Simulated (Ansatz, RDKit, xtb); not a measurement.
**CH9GeNOSi2: ranking a sample of isomers**

A sample of isomers of CH9GeNOSi2 is drawn. Aim: find which of them has the lowest free energy at 298.15 K, then its properties. The sample is small against all isomers, and the most stable one of this formula need not be in it.

The funnel: GFN2-xTB relaxations, single points with a density functional, relaxations at B3LYP-D3(BJ)/def2-SVP, harmonic vibrations (at GFN2-xTB), and a last energy at a higher level. All values are calculated.

**1. Possible bonding patterns**

Isomers were taken from a list of plausible structures; this is a sample, not all of them. That gives 4 candidates.

```
label                      SMILES     spin
 c210      O=C[SiH2]N[SiH2][GeH3]  singlet
 c309    O=CN([SiH3])[SiH2][GeH3]  singlet
 c380   O=C[Si@@H]([GeH3])N[SiH3]  singlet
 c612  O=C[SiH2][N]([SiH3])[GeH3]  singlet
```

Candidates are built by distance geometry, with a force field where one applies, in up to four conformers (letters a to d).

**Question.** With final energies at CCSD(T)/def2-SVP + MP2/def2-TZVPP - MP2/def2-SVP, which structure will this search put lowest in free energy, and by what margin?

| quantity | value |
| --- | --- |
| lowest structure found | O=CN([SiH3])[SiH2][GeH3], singlet |
| next finalist | O=C[SiH2][N]([SiH3])[GeH3], singlet, 9.1 kcal/mol higher in G |
| share at equilibrium, among the finalists | 100.0 % |

The search ends on `O=CN([SiH3])[SiH2][GeH3]`. The margin of 9.1 kcal/mol over the next finalist is beyond the usual error of the last level; it says nothing of structures that weren't ranked. With 5 minima in the window unscreened, the next finalist need not be the second lowest, and margin and share hold for the finalists alone. GFN2-xTB, HF/STO-3G, r2SCAN-D4/def2-SVP, B3LYP-D3(BJ)/def2-SVP, HF/def2-SVP and MP2/def2-SVP already put its bonding pattern lowest among the structures in one piece. 5 minima inside the window were never screened. The search is not exhaustive (a finite list of starts, one conformer a finalist), so a lower isomer can't be ruled out. Only 4 drawn patterns were tried, so whole families of isomers are missing, and the result ranks only the part of this sample that was screened. The lowest isomer need not be the one that is made and kept in a bottle, which depends on barriers.
